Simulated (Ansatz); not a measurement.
# CHClFGeNO: taking an electron away

How much energy removes an electron from CHClFGeNO at fixed geometry? The cation is run at each level and the neutral's energy taken from earlier runs.

Program: Ansatz 0.2.0, Gaussian basis. Level of theory: unrestricted cation, the program's frozen cores in correlated methods. These are calculated values, not measurements.

The runs, in order: UKS PBE-D4/def2-TZVPP; UKS r2SCAN-D4/def2-TZVPP; UKS PBE0-D4/def2-TZVPP; UKS B3LYP-D4/def2-TZVPP; UKS wB97X-V/def2-TZVPP; UKS wB97M-V/def2-TZVPP; UKS B2PLYP/def2-TZVPP; UHF-CCSD(T)/def2-TZVPP; UHF-MP2/def2-QZVPP; extrapolation to the limit; then −ε(HOMO) from the neutral's earlier runs with LDA (SPW92), PBE-D4, revPBE-D4, BLYP-D4, r2SCAN-D4, B97M-V, PBE0-D4, B3LYP-D4, r2SCANh-D4, r2SCAN0-D4, HSE06-D4, BHLYP-D4, CAM-B3LYP-D4, LC-ωPBE, ωB97X-V, ωB97M-V.

**1. The relaxed structure**

An earlier PBE0-D4 in a triple-zeta def2 set relaxation fixed the geometry.

SMILES `O=C=[N][GeH]([F])[Cl]`, 7 atoms, charge 0, spin multiplicity 1.

Atoms are counted from 1 here; the program's logs count them from 0.

Bond lengths: O1–C2 1.159 Å, C2–N3 1.206 Å, N3–Ge4 1.804 Å, Ge4–F5 1.720 Å, Ge4–Cl6 2.123 Å, Ge4–H7 1.518 Å. Angles: O1–C2–N3 175.9°, C2–N3–Ge4 137.5°, N3–Ge4–F5 106.8°, N3–Ge4–Cl6 110.2°, N3–Ge4–H7 110.9°, F5–Ge4–Cl6 106.6°, F5–Ge4–H7 109.4°, Cl6–Ge4–H7 112.7°.

Coordinates:

```
O     1.67578   -1.50640    1.86709
C     1.07668   -1.16371    0.93614
N     0.47443   -0.88278   -0.07072
Ge   -0.55633    0.47008   -0.67090
F     0.51130    1.72090   -1.17635
Cl   -1.71587    1.26933    0.91768
H    -1.40488    0.02458   -1.84864
```

**2. Cation, UKS PBE-D4/def2-TZVPP**

in.yaml

```yaml
crystal:
  periodic: [false, false, false]
  atoms:
    - {symbol: O, position_ang: [1.675778, -1.506396, 1.867094]}
    - {symbol: C, position_ang: [1.076676, -1.163708, 0.936139]}
    - {symbol: N, position_ang: [0.474431, -0.882782, -0.070721]}
    - {symbol: Ge, position_ang: [-0.556332, 0.470077, -0.670905]}
    - {symbol: F, position_ang: [0.511301, 1.720902, -1.176347]}
    - {symbol: Cl, position_ang: [-1.715872, 1.269328, 0.917683]}
    - {symbol: H, position_ang: [-1.404882, 0.024579, -1.848643]}
basis:
  gaussian: {orbitals: def2-TZVPP}
total_charge: 1
magnetization: {spin_polarized: true, initial_magnetization: 1}
hamiltonian: {xc: pbe, dispersion: d4}
```

Started as:

```console
$ ansatz run in.yaml --threads 2 --pin off --events-out ev --progress --plain --max-ram 32768MiB --backend cpu
```

The runs that follow: Cation, UKS r2SCAN-D4/def2-TZVPP; Cation, UKS PBE0-D4/def2-TZVPP; Cation, UKS B3LYP-D4/def2-TZVPP; Cation, UKS wB97X-V/def2-TZVPP; Cation, UKS wB97M-V/def2-TZVPP; Cation, UKS B2PLYP (frozen core)/def2-TZVPP; Cation, UHF-CCSD(T)/def2-TZVPP; Cation, UHF-MP2/def2-QZVPP.

Before running them: what should the planned runs give, taken together? Wanted: ionisation energy, CCSD(T)/CBS; nearest functional by difference; nearest −ε(HOMO); −ε(HOMO) of PBE; T1 of the cation.

As calculated:

| quantity | value |
| --- | --- |
| ionisation energy, CCSD(T)/CBS | 11.82 eV |
| nearest functional by difference | ωB97X-V (-0.14 eV) |
| nearest −ε(HOMO) | ωB97X-V (-0.17 eV) |
| −ε(HOMO) of PBE | 7.85 eV |
| T1 of the cation | 0.028 |

By cation minus neutral, the functionals miss by 0.86 eV at most. −ε(HOMO) of PBE misses by 4.0 eV, since self-interaction lifts the level. Among orbital estimates ωB97X-V comes nearest. Hartree-Fock falls 1.30 eV short, as the neutral has more correlation energy than the cation. Correlated methods include outer-core shells of Ge, which these sets cover unevenly. With outer-core shells in play the reference is unsure by up to some tenths of an eV, so close misses can't be ranked.
